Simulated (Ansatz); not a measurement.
# CH4GeOSi: how energies converge with the basis set

How large a basis does CH4GeOSi need? Two functionals are run in growing sets.

The runs use Ansatz 0.2.0, Gaussian basis; one geometry, several basis sets.

The runs, in order: PBE0-D4/def2-SVP; ωB97M-V/def2-SVP; PBE0-D4/def2-QZVPP; ωB97M-V/def2-QZVPP; the functionals' def2-TZVPP values are taken from earlier runs.

**1. Structure used throughout**

All runs share one geometry, relaxed beforehand with PBE0-D4 in a triple-zeta def2 set.

8 atoms, charge 0, spin multiplicity 1.

Atoms are counted from 1 here; the program's logs count them from 0.

Bond lengths: O1–C2 1.127 Å, C2–Si3 2.011 Å, Si3–Ge4 2.356 Å, Si3–H5 1.489 Å, Si3–H6 1.488 Å, Ge4–H7 1.707 Å, Ge4–H8 1.596 Å. Angles: O1–C2–Si3 159.5°, C2–Si3–Ge4 112.6°, C2–Si3–H5 92.0°, C2–Si3–H6 92.4°, Ge4–Si3–H5 118.5°, Ge4–Si3–H6 125.4°, H5–Si3–H6 107.6°, Si3–Ge4–H7 53.2°, Si3–Ge4–H8 83.3°, H7–Ge4–H8 85.8°.

**2. PBE0-D4 in def2-SVP**

The input, in.yaml:

```yaml
crystal:
  periodic: [false, false, false]
  atoms:
    - {symbol: O, position_ang: [2.007070, -0.020298, 2.089436]}
    - {symbol: C, position_ang: [1.311281, 0.401555, 1.308998]}
    - {symbol: Si, position_ang: [0.007863, 0.453538, -0.221869]}
    - {symbol: Ge, position_ang: [-0.446903, -1.686730, -1.095068]}
    - {symbol: H, position_ang: [0.883439, 1.368107, -1.004675]}
    - {symbol: H, position_ang: [-0.952642, 1.293543, 0.542790]}
    - {symbol: H, position_ang: [-1.083073, -0.201382, -1.645684]}
    - {symbol: H, position_ang: [-1.634834, -1.665333, -0.029729]}
basis:
  gaussian: {orbitals: def2-SVP}
hamiltonian: {xc: pbe0, dispersion: d4}
output: {orbitals: {seedname: orbitals}}
```

Run with:

```sh
$ ansatz run in.yaml --threads 2 --pin off --events-out ev --progress --plain --max-ram 4352MiB
```

Further steps of the session: ωB97M-V in def2-SVP; PBE0-D4 in def2-QZVPP; ωB97M-V in def2-QZVPP.

Before running them: what should the planned runs give, taken together? Wanted: PBE0-D4: double and triple zeta above quadruple; ωB97M-V: double and triple zeta above quadruple.

As calculated:

| quantity | value |
| --- | --- |
| PBE0-D4: double and triple zeta above quadruple | 15.23, 1.64 eV |
| ωB97M-V: double and triple zeta above quadruple | 15.29, 1.58 eV |

What this shows: PBE0-D4 gains 13.59 eV from double to triple zeta, then 1.64 eV more. These are total energies; as a rule much of such shifts cancels in differences, which this series doesn't test.
